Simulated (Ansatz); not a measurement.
# SiF4 (silicon tetrafluoride) at revPBE/6-311+G(d,p)

What is the electronic atomisation energy of SiF4 (silicon tetrafluoride) at revPBE/6-311+G**? 

The results are computed with Ansatz 0.2.0.

19 further runs of the same task are left out: 2 that didn't finish, 17 set aside as unsound or not needed.

## (1) The molecule

SiF4: 5 atoms, total charge 0, spin state singlet. SMILES: `F[Si](F)(F)F`. The shape is that of a PBE0-D4/def2-TZVP optimisation.

Bond lengths: F1–Si2 1.562 Å, Si2–F3 1.562 Å, Si2–F4 1.562 Å, Si2–F5 1.562 Å. Angles: F1–Si2–F3 109.5°, F1–Si2–F4 109.5°, F1–Si2–F5 109.5°, F3–Si2–F4 109.5°, F3–Si2–F5 109.5°, F4–Si2–F5 109.5°.

## (2) A single-point energy at revPBE/6-311+G(d,p)

Input file run.yaml:

```yaml
crystal:
  periodic: [false, false, false]
  atoms:
    - symbol: F
      position_ang: [0.143200, -0.791930, 1.338460]
    - symbol: Si
      position_ang: [0.000000, -0.000000, -0.000000]
    - symbol: F
      position_ang: [-1.047100, 1.144420, 0.181750]
    - symbol: F
      position_ang: [-0.477230, -0.967810, -1.129040]
    - symbol: F
      position_ang: [1.381130, 0.615320, -0.391170]
basis:
  gaussian:
    orbitals: 6-311+G_st__st_-spherical.json
hamiltonian:
  xc: {name: revPBE}
accuracy: high
output: {orbitals: {seedname: orbitals}}
```

The basis set 6-311+G** is read from a file made from the Basis Set Exchange's data (not shown).

Started as:

```
ansatz run run.yaml --threads 1 --pin off --max-ram 3480MiB --events-out events.jsonl --progress --plain --runs-dir runs
```

The log of the run:

```text
Warning: RAYON_NUM_THREADS=1 ignored (pool sized by the plan → 1); use --threads N
Functional definition: revPBE
  name "revPBE"
  parameter kappa = 1.245
  parameter beta = 0.06672455060314922
  exchange = pbe_x(kappa = kappa, mu = beta*pi^2/3)
  correlation = pbe_c(beta = beta)
2151 factors; integrals over basis functions are off by at most 1.8e-8 eV
mean field evaluation 1: about -18743.6340 eV, gradient 6.8e1 eV
mean field evaluation 2: about -18728.6303 eV, gradient 1.3e2 eV
mean field evaluation 4: about -18749.6080 eV, gradient 1.1e0 eV
mean field evaluation 8: about -18749.6051 eV, gradient 2.6e-2 eV
mean field evaluation 16: about -18749.6051 eV, gradient 2.0e-7 eV
mean field -18749.60509755 eV, -689.0352783960 hartree, gradient 6.0e-9 eV, S^2 0.000000; 0 other end points of the search recorded, 0 dependent functions left out
reference -18749.60510526 eV, -689.0352786795 hartree; 25, 25 occupied and 93, 93 virtual orbitals, 2151 factors
Total energy: -18749.60510526 eV, -689.0352786795 hartree
```

It took 6.3 s on 1 thread of Arm Neoverse V2, shared host; peak memory 0.3 GiB.

## (3) The F atom at the same level

Input file run.yaml:

```yaml
crystal:
  periodic: [false, false, false]
  atoms:
    - symbol: F
      position_ang: [0.000000, 0.000000, 0.000000]
basis:
  gaussian:
    orbitals: 6-311+G_st__st_.json
accuracy: high
hamiltonian:
  xc: {name: revPBE}
magnetization:
  spin_polarized: true
  initial_magnetization: 1
```

The basis set 6-311+G** is read from a file made from the Basis Set Exchange's data (not shown).

Run the same way, it converges to -99.72547 Eh (log not shown).

## (4) The Si atom at the same level

Input file run.yaml:

```yaml
crystal:
  periodic: [false, false, false]
  atoms:
    - {symbol: Si, position_ang: [0.000000, 0.000000, 0.000000]}
basis:
  gaussian:
    orbitals: 6-311+G_st__st_-spherical.json
magnetization:
  spin_polarized: true
  initial_magnetization: 2
hamiltonian:
  xc: {name: revPBE}
accuracy: high
```

The basis set 6-311+G** is read from a file made from the Basis Set Exchange's data (not shown).

Started as:

```
ansatz run run.yaml --threads 1 --pin off --max-ram 3480MiB --events-out events.jsonl --progress --plain --runs-dir runs
```

The log of the run:

```text
Warning: RAYON_NUM_THREADS=1 ignored (pool sized by the plan → 1); use --threads N
Functional definition: revPBE
  name "revPBE"
  parameter kappa = 1.245
  parameter beta = 0.06672455060314922
  exchange = pbe_x(kappa = kappa, mu = beta*pi^2/3)
  correlation = pbe_c(beta = beta)
230 factors; integrals over basis functions are off by at most 3.5e-9 eV
mean field evaluation 1: about -7872.5843 eV, gradient 3.7e0 eV
mean field evaluation 2: about -7872.6857 eV, gradient 2.7e0 eV
mean field evaluation 4: about -7872.7196 eV, gradient 3.1e-1 eV
mean field evaluation 8: about -7872.7186 eV, gradient 3.6e-3 eV
mean field evaluation 16: about -7872.6287 eV, gradient 2.9e0 eV
mean field evaluation 32: about -7872.5277 eV, gradient 5.8e0 eV
mean field -7872.71855710 eV, -289.3170706532 hartree, gradient 2.3e-8 eV, S^2 2.002204; 2 other end points of the search recorded, 0 dependent functions left out
reference -7872.71856094 eV, -289.3170707943 hartree; 8, 6 occupied and 22, 24 virtual orbitals, 230 factors
Total energy: -7872.71856094 eV, -289.3170707943 hartree
```

Wall time 1.3 s (1 thread of Arm Neoverse V2, shared host).

## (5) Results

Level: revPBE/6-311+G**.

| quantity | value |
| --- | --- |
| molecule: total energy | -689.03528 Eh |
| molecule: HOMO energy | -10.70 eV |
| molecule: LUMO energy | -1.32 eV |
| molecule: HOMO–LUMO gap | 9.38 eV |
| F atom: total energy | -99.72547 Eh |
| F atom: ⟨S²⟩ | 0.751 |
| Si atom: total energy | -289.31707 Eh |
| Si atom: ⟨S²⟩ | 2.002 |
| electronic atomisation energy | 22.214 eV |

Taking the molecule apart into free atoms costs 22.21 eV (512 kcal/mol), before zero-point energy and without spin-orbit coupling.
